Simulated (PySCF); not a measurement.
# B2F2H5PSi: the cost of one run

Computed with PySCF 2.14.0, with density-fitted response routines of our own, on a single molecule in the gas phase. Atoms are numbered from 0 throughout.

**1. The starting structure**

11 atoms, charge 0, multiplicity 1; geometry from: GFN2-xTB. The atoms were then displaced at random by about 0.01 Å, so the start is not that level's minimum.

Bonds of the start (Å): B0–P1 1.86, P1–Si2 2.27, Si2–B3 1.95, B3–F4 1.32, B3–F5 1.34, B0–H6 1.14, B0–H7 1.18, P1–H8 1.39, Si2–H9 1.46, Si2–H10 1.47.

**2. Geometry optimisation at PBE0-D3(BJ)/def2-SVP**

What the job is given:

```
{"job": {"xc": "PBE0", "basis": "def2-SVP", "d3": "d3bj", "grid": 1, "shake": 0.01, "kind": "geom"}, "charge": 0, "multiplicity": 1}
B      1.774430    -0.832950    -0.384450
P      1.102050     0.555470     0.651660
Si    -0.817510     1.201840    -0.371790
B     -1.402280    -0.393820    -1.330130
F     -1.167790    -0.653990    -2.604450
F     -2.023680    -1.414890    -0.730750
H      2.071520    -1.832880     0.081260
H      1.984200    -0.578270    -1.522540
H      0.586940    -0.104030     1.766300
H     -0.419400     2.341800    -1.193670
H     -1.650370     1.685890     0.742650
```

Started as:

```
$ OMP_NUM_THREADS=1 python probes_run.py task.json out
```

The driver reads the jobs from task.json and runs them one after another.

**Question.** How long does this first job take on 1 thread of Arm Neoverse N1, shared host, and how much memory does it need?

About 3.8 min, with a peak of 0.51 GiB.
